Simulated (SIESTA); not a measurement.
**Ta3AsAu2O13 under changes of volume**

One of the cells (14.132 Å³/atom); the others are scaled copies at fixed shape and fractional positions:

```
Ta As Au O
1.0
     5.92571   -0.00071    0.00162
     2.21514    5.95303   -0.00165
     1.86148    1.75282    7.61115
Ta As Au O
3 1 2 13
Cartesian
  3.5500 1.3260 4.4670
  8.4725 5.0169 5.8115
  1.3717 1.9598 1.4384
  2.4398 5.3413 0.2074
  3.5068 4.6907 2.9024
  6.1603 3.7305 4.3291
  2.6151 3.8328 1.2577
  5.5747 0.8895 0.8900
  5.2895 7.2038 6.3676
  8.7331 6.5406 7.0023
  6.9191 5.6169 4.1621
  3.0476 3.4700 4.5168
  4.0196 5.8162 1.3083
  5.3049 1.9649 4.6889
  3.4708 4.0002 7.1496
  2.8268 1.6502 2.7198
  4.0143 5.8255 4.5160
  6.7537 4.2322 6.1943
  6.1337 3.0680 2.3741
```

The cell was built by a generator and needn't be a form met in nature.

- Program: SIESTA 5.4.2
- Functional: PBE
- Potentials or basis: PseudoDojo 0.4 standard (PBE files)
- Basis: DZP (energy shift 0.003 Ry; two zetas on semicore shells)
- Grid cutoff: 800 Ry
- Energy shift: 0.003 Ry
- k mesh: 5 × 5 × 4
- Occupations: fermi-dirac, width 0.05 eV
- Spin: no spin polarisation

```csv
volume (Å³/atom),energy over the lowest point (meV/atom),pressure (GPa),gap on the mesh (eV),largest force (eV/Å)
13.024,60.12,18.0,1.65,2.015
13.301,33.51,12.9,1.57,1.614
13.578,15.17,8.4,1.49,1.250
14.132,0.00,0.7,1.34,0.648
14.409,1.72,-2.6,1.28,0.675
14.686,?,?,?,?
```

Task: What does the run at 14.686 Å³/atom give?

Result: Energy over the lowest point 8.81 meV/atom; pressure -5.5 GPa; gap on the mesh 1.21 eV; largest force 0.802 eV/Å.

Worked out: A Birch-Murnaghan fit of order 3 (a polynomial in V^(-2/3)) to the other rows has its minimum at 14.19 Å³/atom with B0 = V·E''(V) = 173 GPa and B' = 4.5 at fixed shape and positions, which overstates the stiffness. It gives 8.81 meV/atom at 14.686 Å³/atom, against the run's 8.81, and -dE/dV = -5.5 GPa, against -5.5. A straight line through the other rows of the gap, of slope -3.69 eV per unit of ln V, extrapolates to 1.20 eV, against the run's 1.21.

Energies are extrapolated to zero smearing.

Caveats: short orbitals over semicore shells can move pressures by several GPa; spin-orbit coupling is left out, which moves the levels of the heavy elements; an odd mesh through Γ misses points on the zone boundary, where band edges often lie; the basis of atomic orbitals isn't converged, which shifts pressures, moduli and gaps; forces of over 1 eV/Å show positions far from the minimum, so gaps and moduli don't describe the material at rest (some runs).
